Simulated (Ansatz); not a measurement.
**TaBeB: a stretch of c alone**

Aim: apply a stretch of c alone to TaBeB from -4.5 to +4.5 %, where the rest of the cell is held and the atoms relax, and follow energy, stress and any gap.

Program: Ansatz 0.2.0. Level of theory: DFT r2SCAN, scalar-relativistic, plane waves, PAW. These are calculated values, not measurements.

### 1 Starting point

Symmetry: P-6m2, No. 187, hexagonal system. The conventional cell has a = 3.250 Å, b = 3.250 Å, c = 3.246 Å, α = 90.00°, β = 90.00°, γ = 120.00°. Around Ta (site symmetry -6m2) lie 6 Be at 2.48 Å and 6 B at 2.48 Å. Be (site symmetry -6m2) is surrounded by 3 B at 1.88 Å. B (site symmetry -6m2) has 3 Be at 1.88 Å and 6 Ta at 2.48 Å as nearest neighbours.

Structure file:

```
CELL_PARAMETERS angstrom
3.24990 0.00000 0.00000
-1.62495 2.81450 0.00000
0.00000 0.00000 3.24610
ATOMIC_POSITIONS crystal
Ta 0.33333 0.66667 0.00000
Be 0.66667 0.33333 0.50000
B 0.00000 0.00000 0.50000
```

Source of the structure: the Materials Project (structure only).

(A quick probe on a coarse mesh, which set the mesh and smearing, is not shown.)

### 3 Full relaxation

input.yaml

```yaml
crystal:
  lattice:
    - [3.2499042036, 0.0, 0.0]
    - [-1.6249521018, 2.8144996002, 0.0]
    - [0.0, 0.0, 3.24610302]
  atoms:
    - { symbol: Ta, position: [0.33333333, 0.66666667, 0.0] }
    - { symbol: Be, position: [0.66666667, 0.33333333, 0.5] }
    - { symbol: B, position: [0.0, 0.0, 0.5] }
basis:
  ecutwfc: 500
kpoints:
  mp_grid: { grid: [15, 15, 14] }
hamiltonian:
  xc: r2scan
scf:
  occupations: { method: gaussian, width: 0.1 }
output:
  forces: true
  stress: true
  eigenvalues: true
relax:
  adjacent_minimum: "off"
  f_tol: 0.005
  max_steps: 80
  cell: { stress_tol: 0.05 }
```

Further runs follow: zero strain; At -1.5 %; the cell strained by +1.5 %; strain -3.0 %; At +3.0 %; At -4.5 %; the cell strained by +4.5 %.

**Question.** What will these runs give? Wanted: relaxed cell; volume; formation energy; (1/V) d²E/dε² at zero strain, cubic fit.

**Answer**, as computed:

```
                                                               quantity                                                                       value
                                                           relaxed cell  a = 3.246 Å, b = 3.246 Å, c = 3.244 Å, α = 90.00°, β = 90.00°, γ = 120.00°
                                                   space group (0.01 Å)                                                             P-6m2 (No. 187)
                                                                 volume                                                                9.87 Å³/atom
formation energy (elements from runs with the same settings, not shown)                                                               -0.73 eV/atom
                                                    largest energy cost                                                     34.7 meV/atom at -4.5 %
                                (1/V) d²E/dε² at zero strain, cubic fit                                                                     515 GPa
```

**Reading.** The volume hardly moved (-0.3 %). From the curvature follows the elastic constant along c at held a and b: 515 GPa. Compression by 4.5 % costs 34.7 meV/atom and stretching 29.5. Spin-orbit coupling is left out for Ta.
